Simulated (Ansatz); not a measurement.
# C₂H₆FIn: basis-set convergence

One table from this session's results is given with a row withheld; the runs are named, their logs left out.

Computed with Ansatz 0.2.0, Gaussian basis. Level: one geometry, several basis sets.

The runs, in order: PBE0-D4/def2-SVP; ωB97M-V/def2-SVP; PBE0-D4/def2-QZVPP; ωB97M-V/def2-QZVPP; the functionals' def2-TZVPP values are taken from earlier runs.

## The geometry

The geometry comes from an earlier relaxation with PBE0-D4 in a triple-zeta def2 set; it is a stationary point, not always the lowest conformer. In takes the def2 core potential; no spin-orbit term is included.

SMILES `C[CH](F)[InH2]`, 10 atoms, charge 0, spin multiplicity 1.

Atoms are counted from 1 here; the program's logs count them from 0.

Bond lengths: C1–C2 1.503 Å, C1–H5 1.095 Å, C1–H6 1.092 Å, C1–H7 1.094 Å, C2–F3 1.414 Å, C2–In4 2.197 Å, C2–H8 1.093 Å, In4–H9 1.729 Å, In4–H10 1.726 Å. Angles: C2–C1–H5 111.0°, C2–C1–H6 111.9°, C2–C1–H7 109.7°, H5–C1–H6 108.3°, H5–C1–H7 107.9°, H6–C1–H7 107.9°, C1–C2–F3 108.7°, C1–C2–In4 116.7°, C1–C2–H8 110.5°, F3–C2–In4 102.3°, F3–C2–H8 105.8°, In4–C2–H8 111.9°, C2–In4–H9 117.1°, C2–In4–H10 121.1°, H9–In4–H10 121.7°.

The first run:

in.yaml reads:

```yaml
crystal:
  periodic: [false, false, false]
  atoms:
    - {symbol: C, position_ang: [-0.140796, 1.253638, -0.575250]}
    - {symbol: C, position_ang: [0.633823, 0.180049, 0.137184]}
    - {symbol: F, position_ang: [0.870156, 0.597098, 1.467831]}
    - {symbol: In, position_ang: [-0.385225, -1.745452, 0.423841]}
    - {symbol: H, position_ang: [0.391282, 2.210492, -0.541480]}
    - {symbol: H, position_ang: [-1.131872, 1.397581, -0.139098]}
    - {symbol: H, position_ang: [-0.271887, 0.979252, -1.626576]}
    - {symbol: H, position_ang: [1.621216, 0.055097, -0.315772]}
    - {symbol: H, position_ang: [-2.079861, -1.696210, 0.762680]}
    - {symbol: H, position_ang: [0.493143, -3.231536, 0.406640]}
basis:
  gaussian: {orbitals: def2-SVP}
hamiltonian: {xc: pbe0, dispersion: d4}
output: {orbitals: {seedname: orbitals}}
```

Run with:

```console
> ansatz run in.yaml --threads 2 --pin off --events-out ev --progress --plain --max-ram 4352MiB
```

Among the steps run: PBE0-D4 in def2-SVP; ωB97M-V in def2-SVP; PBE0-D4 in def2-QZVPP; ωB97M-V in def2-QZVPP.

One of the session's tables, all rows but one given; the rest of the session is left out.

It belongs to the step «Density functionals: the series». 

| functional | basis | HOMO (eV) | LUMO (eV) |
| --- | --- | --- | --- |
| PBE0-D4 | def2-SVP | ? | ? |
| PBE0-D4 | def2-TZVPP | -7.04 | -1.79 |
| PBE0-D4 | def2-QZVPP | -7.06 | -1.81 |
| ωB97M-V | def2-SVP | -9.12 | -0.15 |
| ωB97M-V | def2-TZVPP | -9.22 | -0.33 |
| ωB97M-V | def2-QZVPP | -9.24 | -0.37 |

Q: Estimate the row for PBE0-D4, def2-SVP from the others.

**Answer.** HOMO (eV): -6.97; LUMO (eV): -1.73. In the column «HOMO (eV)» it is the highest.
